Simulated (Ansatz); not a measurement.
**H₉InOSi₂: a ladder of functionals and wavefunction methods**

The task here is to estimate one member of a computed series from the others.

Program: Ansatz 0.2.0, Gaussian basis. Level of theory: functionals in def2-TZVPP, the program's frozen cores in correlated methods. These are calculated values, not measurements.

The runs, in order: LDA (SPW92), PBE-D4, revPBE-D4, BLYP-D4, r2SCAN-D4, B97M-V, PBE0-D4, B3LYP-D4, r2SCANh-D4, r2SCAN0-D4, HSE06-D4, BHLYP-D4, CAM-B3LYP-D4, LC-ωPBE, ωB97X-V, ωB97M-V, B2PLYP, PBE-QIDH; CCSD(T)/def2-SVP; CCSD(T)/def2-TZVPP; MP2/def2-QZVPP; extrapolation to the limit; RPA on PBE.

### The relaxed structure

All runs share one geometry, relaxed beforehand with PBE0-D4 in a triple-zeta def2 set. In takes the def2 core potential; no spin-orbit term is included.

13 atoms, charge 0, spin multiplicity 1.

Atoms are counted from 1 here; the program's logs count them from 0.

Bond lengths: Si1–O2 1.669 Å, Si1–H5 1.481 Å, Si1–H6 1.485 Å, Si1–H7 1.479 Å, O2–Si3 1.670 Å, O2–In4 2.486 Å, Si3–H8 1.480 Å, Si3–H9 1.485 Å, Si3–H10 1.479 Å, In4–H11 1.732 Å, In4–H12 1.732 Å, In4–H13 1.726 Å. Angles: O2–Si1–H5 109.4°, O2–Si1–H6 107.8°, O2–Si1–H7 107.4°, H5–Si1–H6 110.1°, H5–Si1–H7 111.1°, H6–Si1–H7 110.9°, Si1–O2–Si3 132.7°, Si1–O2–In4 113.3°, Si3–O2–In4 113.3°, O2–Si3–H8 109.4°, O2–Si3–H9 107.6°, O2–Si3–H10 107.7°, H8–Si3–H9 110.1°, H8–Si3–H10 111.2°, H9–Si3–H10 110.9°, O2–In4–H11 91.3°, O2–In4–H12 90.8°, O2–In4–H13 97.3° and more.

Set-up of the first run:

Input file in.yaml:

```yaml
crystal:
  periodic: [false, false, false]
  atoms:
    - {symbol: Si, position_ang: [-0.523353, 1.426629, -0.963151]}
    - {symbol: O, position_ang: [0.050810, 0.277864, 0.103058]}
    - {symbol: Si, position_ang: [0.303114, 0.289720, 1.753459]}
    - {symbol: In, position_ang: [0.272439, -1.981576, -0.909791]}
    - {symbol: H, position_ang: [-1.988889, 1.273698, -1.109729]}
    - {symbol: H, position_ang: [-0.204112, 2.764349, -0.404115]}
    - {symbol: H, position_ang: [0.165515, 1.215243, -2.254250]}
    - {symbol: H, position_ang: [-0.866249, -0.311064, 2.433857]}
    - {symbol: H, position_ang: [0.465225, 1.705215, 2.172042]}
    - {symbol: H, position_ang: [1.533653, -0.483866, 2.024430]}
    - {symbol: H, position_ang: [-1.027461, -1.661311, -2.008106]}
    - {symbol: H, position_ang: [-0.067944, -2.725264, 0.616918]}
    - {symbol: H, position_ang: [1.907652, -1.824435, -1.439820]}
basis:
  gaussian: {orbitals: def2-TZVPP}
hamiltonian: {xc: lda}
output: {orbitals: {seedname: orbitals}}
```

Command:

```
$ ansatz run in.yaml --threads 4 --pin off --events-out ev --progress --plain --max-ram 10444MiB
```

Steps of the session up to this table: LDA; PBE-D4 (GGA); revPBE-D4 (GGA); BLYP-D4 (GGA); r2SCAN-D4 (meta-GGA); B97M-V (meta-GGA); B3LYP-D4 (hybrid); r2SCANh-D4 (hybrid); r2SCAN0-D4 (hybrid); HSE06-D4 (hybrid); BHLYP-D4 (hybrid); CAM-B3LYP-D4 (range-separated); LC-ωPBE (range-separated); ωB97X-V (range-separated); ωB97M-V (range-separated); B2PLYP (double hybrid); PBE-QIDH (double hybrid).

One table of the session follows, with a row left open; its other results are not shown here.

It belongs to the step «Orbital energies across the functionals». 

| functional | HOMO (eV) | gap (eV) |
| --- | --- | --- |
| LDA (SPW92) | -6.64 | 4.28 |
| PBE-D4 | -6.55 | 4.50 |
| revPBE-D4 | -6.51 | 4.59 |
| BLYP-D4 | -6.45 | 4.56 |
| r2SCAN-D4 | -6.85 | 5.11 |
| B97M-V | -6.97 | 4.97 |
| PBE0-D4 | -7.72 | 6.49 |
| B3LYP-D4 | -7.54 | 6.13 |
| r2SCANh-D4 | -7.28 | 5.82 |
| r2SCAN0-D4 | ? | ? |
| HSE06-D4 | -7.32 | 5.72 |
| BHLYP-D4 | -8.83 | 8.44 |
| CAM-B3LYP-D4 | -9.08 | 8.81 |
| LC-ωPBE | -10.44 | 11.24 |
| ωB97X-V | -10.11 | 10.78 |
| ωB97M-V | -9.94 | 10.31 |

Q: Estimate the row for r2SCAN0-D4 from the others.

Worked estimate for «HOMO (eV)». Against the share of exact exchange, r2SCAN-D4 (0, -6.85), r2SCANh-D4 (0.1, -7.28) give a slope of -4.30 per unit share; at 0.25 the line stands at -7.92.

The run gave: HOMO (eV): -7.92; gap (eV): 6.87. In «HOMO (eV)» the line misses by 0.00.
